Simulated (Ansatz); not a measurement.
# Li3Rh, space group Fm-3m: a phonon calculation by linear response

With the Ansatz DFT code, driven from Python.

Notebook, run cell by cell (the value of a cell's last expression is shown):

```python
from pathlib import Path

import ansatz as az
import numpy as np
```

```python
system = (
    az.Lattice.of((0.0, 2.98141, 2.98141), (2.98141, 0.0, 2.98141), (2.98141, 2.98141, 0.0))
    .atom("Li", (0.25, 0.25, 0.25))
    .atom("Li", (0.75, 0.75, 0.75))
    .atom("Li", (0.5, 0.5, 0.5))
    .atom("Rh", (0.0, 0.0, 0.0))
)

system.resolved().sites[-1]
```

    Site(symbol='Rh', position=(0.0, 0.0, 0.0), moment=None, axis=None, held=None, saved=None)

```python
model = (
    system.calculation()
    .functional("pbesol")
    .basis(450)
    .occupations("fermi_dirac", width=0.1)
    .kpoints(8, 8, 8)
    .phonons("dfpt", points=[(0, 0, 0), (0.5, 0.5, 0)])
)
res = model.run(threads=1, runs_dir="runs")
ph = res.phonons
```

    

```python
for q in ph.qpoints:
    print("q =", np.round(q.q_frac, 3), "1/cm:", " ".join(f"{w:.1f}" for w in q.omega_inv_cm))
```

    q = [0. 0. 0.] 1/cm: -0.0 0.0 0.0 229.5 229.5 229.5 389.7 389.7 389.7 411.5 411.5 411.5
    q = [0.5 0.5 0. ] 1/cm: 50.0 50.0 87.4 210.7 210.7 292.7 316.3 316.3 327.6 403.0 441.4 441.4

The cell isn't relaxed first, so the values belong to this volume. The mesh is modest for a metal, so energies can be off by several to tens of meV an atom and pressures by half a GPa or more; differences at equal mesh fare better. This cell is a computed structure, which may not be the phase found in nature. The structure is taken as given; imaginary modes can come from an unrelaxed or unstable start. Phonons of metals also depend on mesh and smearing. Hardware and time: 61 s on 1 thread of Intel(R) Xeon(R) Platinum 8488C (Sapphire Rapids), with other jobs on the host, peak memory 0.66 GiB.

(Lines on the test bed's own set-up are left out of the output.)
